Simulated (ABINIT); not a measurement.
# TaAs in ABINIT: the effect of functional

TaAs:

```
Ta As
1.0
    -1.72181    1.72181    5.86794
     1.72181   -1.72181    5.86794
     1.72181    1.72181   -5.86794
Ta As
2 2
Direct
  0.49997 0.49997 0.00000
  0.24997 0.74997 0.50000
  0.08263 0.08263 0.00000
  0.83263 0.33263 0.50000
```

The cell is a database's computed one.

Alike in all runs:

| Item | Value |
| --- | --- |
| Program | ABINIT 10.8.3 (patched build) |
| Task | single point |
| Potentials or basis | JTH PAW PBE v2.0 |
| Cutoff | 626 eV |
| k mesh | 9 × 9 × 9 |
| Occupations | fermi-dirac, width 0.05 eV |
| Spin | no spin polarisation |

```tsv
functional	pressure (GPa)
PBE	1.9
LDA	-7.5
PBEsol	-3.8
RPBE	4.8
BLYP	9.9
AM05	-4.9
revPBE	4.0
PW91	2.1
WC	?
```

**Question.** What does the run with functional WC give?

**Answer.** Pressure -2.9 GPa.

Caveats: the PAW data sets were made with another functional, which shifts forces and pressure a little (some runs).
